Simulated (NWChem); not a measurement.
# C2H3AlCl2 (SMILES C=[CH][Al]([Cl])[Cl]) at 3 levels

Wanted: a comparison of 3 runs (HF/STO-3G, HF/3-21G, B3LYP/6-31G*) of C2H3AlCl2. 

The results are computed with NWChem 7.3.0.

## 1. Starting point

The species is C2H3AlCl2 (8 atoms), meant as a singlet with charge 0. SMILES: `C=[CH][Al]([Cl])[Cl]`. The shape is that of a PBE0-D4/def2-TZVP optimisation.

Bond lengths: C1–C2 1.334 Å, C2–Al3 1.918 Å, Al3–Cl4 2.086 Å, Al3–Cl5 2.089 Å, C1–H6 1.088 Å, C1–H7 1.087 Å, C2–H8 1.089 Å. Angles: C1–C2–Al3 120.9°, C2–Al3–Cl4 122.3°, C2–Al3–Cl5 119.7°, Cl4–Al3–Cl5 118.0°, C1–C2–H8 117.9°, Al3–C2–H8 121.2°, C2–C1–H6 122.4°, C2–C1–H7 122.0°, H6–C1–H7 115.7°.

## 2. Energy and forces at HF/STO-3G (run 1)

Input file calc.xyz:

```xyz
8
C2H3AlCl2 hf
C      0.668900    -0.070500     1.286600
C     -0.052200    -0.657700     0.329600
Al    -0.537900     0.294700    -1.263000
Cl    -1.662400    -0.581900    -2.785800
Cl     0.066300     2.279100    -1.508200
H      0.957600    -0.588100     2.199000
H      1.006200     0.959700     1.202800
H     -0.354500    -1.692400     0.483000
```

Input file run.py:

```python
from ase.io import read
from ase.calculators.nwchem import NWChem

system = read('calc.xyz')

calc = NWChem(
    label='calc',
    theory='scf',
    memory='2200 mb',
    basis='STO-3G',
    basispar='spherical bse',
    scf={'nopen': '0', 'rhf': None, 'thresh': '1e-08', 'maxiter': '80'},
)
system.calc = calc

forces = system.get_forces()
print(f"energy = {system.get_potential_energy():.6f} eV")
print("forces (eV/A):")
for s, f in zip(system.symbols, forces):
    print(f"{s:2s} {f[0]:10.5f} {f[1]:10.5f} {f[2]:10.5f}")
print("dipole (e A):", system.get_dipole_moment().round(4))
```

Launch:

```sh
$ export ASE_NWCHEM_COMMAND="nwchem PREFIX.nwi > PREFIX.nwo"
$ python run.py
```

Standard output:

```text
energy = -33331.007453 eV
forces (eV/A):
C    -0.93167   -0.84173   -1.17901
C     0.58606    1.30525    0.19612
Al    0.17705   -0.43981    0.64519
Cl    0.30884    0.28442    0.38777
Cl   -0.20065   -0.57660    0.02355
H     0.00386    0.15776   -0.10326
H     0.01646   -0.12125    0.11699
H     0.04006    0.23202   -0.08731
dipole (e A): [ 0.167  -0.3163  0.5399]
```

The calculator wrote calc.nwi:

```
title "calc"

permanent_dir calc

scratch_dir calc

start calc

geometry units angstrom nocenter noautosym noautoz
  C  6.6890000000000005e-01 -7.0499999999999993e-02 1.2866000000000000e+00
  C  -5.2200000000000003e-02 -6.5769999999999995e-01 3.2960000000000000e-01
  Al -5.3790000000000004e-01 2.9470000000000002e-01 -1.2629999999999999e+00
  Cl -1.6624000000000001e+00 -5.8189999999999997e-01 -2.7858000000000001e+00
  Cl 6.6299999999999998e-02 2.2791000000000001e+00 -1.5082000000000000e+00
  H  9.5760000000000001e-01 -5.8809999999999996e-01 2.1989999999999998e+00
  H  1.0062000000000000e+00 9.5970000000000000e-01 1.2028000000000001e+00
  H  -3.5449999999999998e-01 -1.6923999999999999e+00 4.8299999999999998e-01
end

memory 2200 mb

basis spherical bse noprint
   * library STO-3G
end

scf
  nopen 0
  rhf
  thresh 1e-08
  maxiter 80
end

task scf gradient
```

calc.nwo:

```text
Northwest Computational Chemistry Package (NWChem) 7.3.0
             --------------------------------------------------------

           Job information
           ---------------

    nwchem branch   = 7.3.0
    use scalapack   = T
    input           = calc.nwi
    prefix          = calc.
    data base       = calc/calc.db
    status          = startup
    nproc           =        1

           Memory information
           ------------------

    heap     =     72089598 doubles =      550.0 Mbytes
    stack    =     72089595 doubles =      550.0 Mbytes
    global   =    144179200 doubles =     1100.0 Mbytes (distinct from heap & stack)
    total    =    288358393 doubles =     2200.0 Mbytes
    verify   = yes
    hardfail = no

[... 135 lines left out ...]
 Convergence threshold     :          1.000E-08
[... 12 lines left out ...]
       Final RHF  results
[... 3 lines left out ...]
      One-electron energy =  -2287.024559740165
[... 1 line left out ...]
 Nuclear repulsion energy =    295.265565317698
[... 48 lines left out ...]
                       ROHF Final Molecular Orbital Analysis
[... 229 lines left out ...]
                         RHF ENERGY GRADIENTS

    atom               coordinates                        gradient
                 x          y          z           x          y          z
   1 C       1.264038  -0.133226   2.431321    0.018118   0.016369   0.022928
   2 C      -0.098644  -1.242873   0.622854   -0.011397  -0.025383  -0.003814
   3 Al     -1.016484   0.556902  -2.386724   -0.003443   0.008553  -0.012547
[... 4 lines of this table left out ...]
   8 H      -0.669908  -3.198172   0.912738   -0.000779  -0.004512   0.001698

                 ----------------------------------------
                 |  Time  |  1-e(secs)   |  2-e(secs)   |
                 ----------------------------------------
                 |  CPU   |       0.00   |       0.43   |
                 ----------------------------------------
                 |  WALL  |       0.00   |       0.43   |
                 ----------------------------------------

 Task  times  cpu:        2.2s     wall:        2.2s
 Total times  cpu:        2.2s     wall:        2.2s
```

It took 3.3 s on 1 thread of Intel Xeon 6975P-C (Granite Rapids), shared host; peak memory 0.097 GiB.

## 3. Energy and forces at HF/3-21G (run 2)

Input file run.nw:

```
START run
TITLE "C2H3AlCl2 hf"
memory total 2200 mb
charge 0
GEOMETRY noautosym nocenter noautoz
C     0.668900   -0.070500    1.286600
C    -0.052200   -0.657700    0.329600
Al   -0.537900    0.294700   -1.263000
Cl   -1.662400   -0.581900   -2.785800
Cl    0.066300    2.279100   -1.508200
H     0.957600   -0.588100    2.199000
H     1.006200    0.959700    1.202800
H    -0.354500   -1.692400    0.483000
END
BASIS spherical bse
* library 3-21G
END
SCF
thresh 1e-08
maxiter 80
END
TASK scf gradient
```

Launch:

```sh
$ nwchem run.nw > run.out
```

Standard output:

```text
[...]
  functions       =    63
[...]
  wavefunction    = RHF
[...]
         Total SCF energy =  -1232.372455699580
      One-electron energy =  -2292.235224287826
      Two-electron energy =    764.597203270549
 Nuclear repulsion energy =    295.265565317698
        Time for solution =      2.0s
[...]
                         RHF ENERGY GRADIENTS
    atom               coordinates                        gradient
                 x          y          z           x          y          z
   1 C       1.264038  -0.133226   2.431321   -0.000733  -0.000701  -0.000880
   2 C      -0.098644  -1.242873   0.622854   -0.004594   0.006139  -0.013060
   3 Al     -1.016484   0.556902  -2.386724   -0.006138   0.016898  -0.023543
   4 Cl     -3.141480  -1.099632  -5.264399    0.018705   0.014454   0.025415
   5 Cl      0.125289   4.306875  -2.850085   -0.009983  -0.032817   0.004073
   6 H       1.809602  -1.111348   4.155507    0.002282  -0.004507   0.007498
   7 H       1.901442   1.813570   2.272962    0.001897   0.008176  -0.002156
   8 H      -0.669908  -3.198172   0.912738   -0.001436  -0.007641   0.002653
[...]
```

It took 3.3 s on 1 thread of Intel Xeon 6975P-C (Granite Rapids), shared host; peak memory 0.096 GiB.

## 4. Energy and forces at B3LYP/6-31G(d) (Cartesian functions) (run 3)

Input file c2h3alcl2.xyz:

```xyz
8

C      0.668900    -0.070500     1.286600
C     -0.052200    -0.657700     0.329600
Al    -0.537900     0.294700    -1.263000
Cl    -1.662400    -0.581900    -2.785800
Cl     0.066300     2.279100    -1.508200
H      0.957600    -0.588100     2.199000
H      1.006200     0.959700     1.202800
H     -0.354500    -1.692400     0.483000
```

Input file c2h3alcl2.nw:

```
start c2h3alcl2
memory 2200 mb

geometry noautosym nocenter noautoz
load format xyz c2h3alcl2.xyz
end

basis cartesian
* library 6-31G*
end

dft
xc b3lyp
grid fine
convergence energy 1e-08
maxiter 100
mulliken
print low
end

task dft gradient
```

Launch:

```sh
$ nwchem c2h3alcl2.nw > c2h3alcl2.out
```

Standard output:

```text
[...]
 d= 0,ls=0.0,diis     1  -1240.9115646891 -1.54D+03  1.28D-02  7.06D-01     2.0
[...]
 d= 0,ls=0.0,diis    10  -1240.9689078718 -3.79D-09  2.89D-07  1.59D-09    15.6
         Total DFT energy =    -1240.968907871834
      One electron energy =    -2300.655518067326
           Coulomb energy =      851.648938196817
    Exchange-Corr. energy =      -87.227893319023
 Nuclear repulsion energy =      295.265565317698
[...]
      Total Density - Mulliken Population Analysis
     ---------------------------------------------
    Atom       Charge   Shell Charges
 -----------   ------   -------------------------------------------------------
    1 C    6     6.29   1.99  0.71  2.03  0.60  0.95  0.01
    2 C    6     6.25   1.99  0.70  2.04  0.60  0.92  0.00
    3 Al  13    12.46   2.00  1.99  5.96  0.95  1.21  0.03  0.13  0.18
    4 Cl  17    17.24   2.00  1.99  5.97  1.45  3.65  0.53  1.68 -0.03
    5 Cl  17    17.24   2.00  1.99  5.97  1.45  3.65  0.54  1.68 -0.03
    6 H    1     0.84   0.53  0.31
    7 H    1     0.83   0.53  0.30
    8 H    1     0.84   0.53  0.32
[...]
                         DFT ENERGY GRADIENTS
    atom               coordinates                        gradient
                 x          y          z           x          y          z
   1 C       1.264038  -0.133226   2.431321   -0.004485  -0.003707  -0.005900
   2 C      -0.098644  -1.242873   0.622854    0.004540   0.004034   0.005776
   3 Al     -1.016484   0.556902  -2.386724   -0.000773   0.002663  -0.003335
   4 Cl     -3.141480  -1.099632  -5.264399    0.003830   0.002924   0.005227
   5 Cl      0.125289   4.306875  -2.850085   -0.001902  -0.006777   0.001145
   6 H       1.809602  -1.111348   4.155507   -0.000855   0.000302  -0.001841
   7 H       1.901442   1.813570   2.272962   -0.000953  -0.001133  -0.001020
   8 H      -0.669908  -3.198172   0.912738    0.000597   0.001694  -0.000052
 Task  times  cpu:       20.2s     wall:       20.2s
 Total times  cpu:       20.3s     wall:       20.3s
```

It took 21 s on 1 thread of Intel Xeon 6975P-C (Granite Rapids), shared host; peak memory 0.12 GiB.

## 5. All runs side by side

```csv
run,level,Cartesian functions,iteration cap,energy (Eh),dipole moment (D),HOMO energy (eV),LUMO energy (eV),wall time
1,HF/STO-3G,no,80,-1224.891941,3.11,-9.38,5.97,3.3 s
2,HF/3-21G,no,80,-1232.372456,3.72,-11.19,1.20,3.3 s
3,B3LYP/6-31G* (Cartesian functions),yes,100,-1240.968908,–,–,–,21 s
```

## 6. Summary of results

| quantity | value |
| --- | --- |
| run 3: total energy | -1240.96891 Eh |
| run 3: largest force on an atom | 0.431 eV/Å |

**Reading.** In run 1 the basis is minimal, so the values are rough. All runs together took 28 s, the longest 21 s.
